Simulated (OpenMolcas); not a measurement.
**Ir³⁺ among point charges: CASSCF and CASPT2 levels and susceptibility**

How does a field of 5 point charges split the states of Ir³⁺, and what χT follows?

Method: state-averaged CASSCF and CASPT2, spin-orbit coupling by RASSI with atomic mean-field integrals. Code: OpenMolcas 26.06.

## (1) What is computed

| Property | Result |
| --- | --- |
| Species | Ir³⁺ (iridium, Z = 77, 74 electrons) |
| Basis | ANO-RCC-VDZP [7s6p4d2f], 59 functions |
| Scalar Hamiltonian | DKH2, point nucleus |
| Inactive shells | 1s 2s 2p 3s 3p 3d 4s 4p 4d 4f 5s 5p |
| Active space | 6 electrons in 5 orbitals (5d) |
| Some configurations of this space | 5d6 |
| Orbitals | optimised for each spin and parity, averaged over all roots |

The outer shells:

5d6
```
5d [↑↓][↑ ][↑ ][↑ ][↑ ]
```

The ion sits among 5 point charges of -0.65 e arranged as a trigonal bipyramid (D3h), 2.22 Å from the ion, with the axial distance 1.954 Å.

The work runs as a chain of OpenMolcas steps in one folder; each step below is one input file. Labels, J, g values, rates, χT and fits are worked out afterwards by a script from the matrices that RASSI stores.

## (2) One- and two-electron integrals

a.inp

```
&GATEWAY
Coord
1

Ir 0.0 0.0 0.0
Basis=ANO-RCC-VDZP
Group=NoSym
NoMove
AngMom=0.0 0.0 0.0
AMFI
XField
5 Angstrom 0
2.220000 0.000000 0.000000 -0.650000
-1.110000 1.922576 0.000000 -0.650000
-1.110000 -1.922576 0.000000 -0.650000
0.000000 0.000000 1.953600 -0.650000
0.000000 0.000000 -1.953600 -0.650000
&SEWARD
```

Started as:

```console
$ OMP_NUM_THREADS=1 MOLCAS_MEM=1689 MOLCAS_PROJECT=a pymolcas a.inp > a.log
```

## (3) Reference wave functions, quintets, 5 roots

a.inp

```
&RASSCF
FileOrb=start.orb
Symmetry=1
Spin=5
nActEl=6 0 0
Inactive=34
Ras2=5
CIRoot=5 5 1
SDav=5
CIMx=300
Iter=120 100
PrWF=0.3
OrbListing=Nothing
MaxOrb=0
>>> COPY $Project.JobIph JOB001
```

start.orb holds the contracted functions of the basis, ordered by shell, or the orbitals of the step before.

## (4) Reference wave functions, triplets, 45 roots

a.inp

```
&RASSCF
FileOrb=start.orb
Symmetry=1
Spin=3
nActEl=6 0 0
Inactive=34
Ras2=5
CIRoot=45 45 1
SDav=45
CIMx=300
Iter=120 100
PrWF=0.3
OrbListing=Nothing
MaxOrb=0
>>> COPY $Project.JobIph JOB002
```

## (5) CASSCF: singlets, 50 roots

a.inp

```
&RASSCF
FileOrb=start.orb
Symmetry=1
Spin=1
nActEl=6 0 0
Inactive=34
Ras2=5
CIRoot=50 50 1
SDav=50
CIMx=300
Iter=120 100
PrWF=0.3
OrbListing=Nothing
MaxOrb=0
>>> COPY $Project.JobIph JOB003
```

## (6) RASSI: spin-orbit coupling between the states

a.inp

```
&RASSI
NrOfJobIphs=3 5 45 50
1 2 3 4 5
1 2 3 4 5 6 7 8 9 10 11 12 13 14 15 16 17 18 19 20 21 22 23 24 25 26 27
28 29 30 31 32 33 34 35 36 37 38 39 40 41 42 43 44 45
1 2 3 4 5 6 7 8 9 10 11 12 13 14 15 16 17 18 19 20 21 22 23 24 25 26 27
28 29 30 31 32 33 34 35 36 37 38 39 40 41 42 43 44 45 46 47 48 49 50
IphNames
JOB001
JOB002
JOB003
EJob
SpinOrbit
DIPRint=1.0
SOCoupling=1000.0
Subsets=2
Property=9
'ANGMOM' 1 'ANGMOM' 2 'ANGMOM' 3 'MLTPL  1' 1 'MLTPL  1' 2 'MLTPL  1' 3
'AMFI' 1 'AMFI' 2 'AMFI' 3
SOProperty=3
'ANGMOM' 1 'ANGMOM' 2 'ANGMOM' 3
```

## (7) CASPT2: IPEA 0.25, imaginary shift 0.1 (closed shells correlated: 4f 5s 5p)

a.inp

```
>>> COPY JOB001 $Project.JobIph
&CASPT2
Multistate=5 1 2 3 4 5
NoMult
Frozen=23
IPEA=0.25
Imaginary=0.1
MaxIter=60
WThr=0.0 0.3 0.05
PrWF=0.5
NoMix
>>> COPY JOB002 $Project.JobIph
&CASPT2
Multistate=45 1 2 3 4 5 6 7 8 9 10 11 12 13 14 15 16 17 18 19 20 21 22
23 24 25 26 27 28 29 30 31 32 33 34 35 36 37 38 39 40 41 42 43 44 45
NoMult
Frozen=23
IPEA=0.25
Imaginary=0.1
MaxIter=60
WThr=0.0 0.3 0.05
PrWF=0.5
NoMix
>>> COPY JOB003 $Project.JobIph
&CASPT2
Multistate=50 1 2 3 4 5 6 7 8 9 10 11 12 13 14 15 16 17 18 19 20 21 22
23 24 25 26 27 28 29 30 31 32 33 34 35 36 37 38 39 40 41 42 43 44 45 46
47 48 49 50
NoMult
Frozen=23
IPEA=0.25
Imaginary=0.1
MaxIter=60
WThr=0.0 0.3 0.05
PrWF=0.5
NoMix
```

(Steps that only read results are left out.)

Before running it: what results should come out? Wanted: spin-free ground state; first state of the same spin within the active space; lowest level; next level.

**Answer**, as computed:

| quantity | value |
| --- | --- |
| method | SS-CASPT2, IPEA 0.25, imaginary shift 0.1 (closed shells correlated: 4f 5s 5p) |
| spin-free ground state | 5E, 2-fold in its orbital part |
| first state of the same spin within the active space | 5E at 1090 cm⁻¹ |
| lowest level | 2-fold E, g = 0.00, 0.00, 11.58 |
| next level | 844.2 cm⁻¹ |
| χT at 300 K | 4.70 cm³ K/mol |
| effective moment at 300 K | 6.13 μB |

Cost by method:

| method | time of its own steps | time with the reference |
| --- | --- | --- |
| A. CASSCF | 35 s | 35 s |
| B. SS-CASPT2, IPEA 0.25, imaginary shift 0.1, +4f 5s 5p | 25 s | 60 s |

Times are of one thread on a shared host.

In words: The spin-free ground state (5E) comes to 100 % from free-ion D terms and keeps the highest spin of the shell. χT at 300 K is 4.70, against 3.01 cm³ K/mol for the spin alone, so orbital moment adds to it. An active space of the d shell alone favours high spin; real ions in strong fields can be low spin. CASPT2 does not keep the components of a term degenerate, and the means are used. The field of point charges can differ much from that of real complexes. With metal d orbitals alone active, the gaps between spin states are rough; where two lie within a few thousand cm-1, their order is open. This is an electrostatic model: the charges have no orbitals.
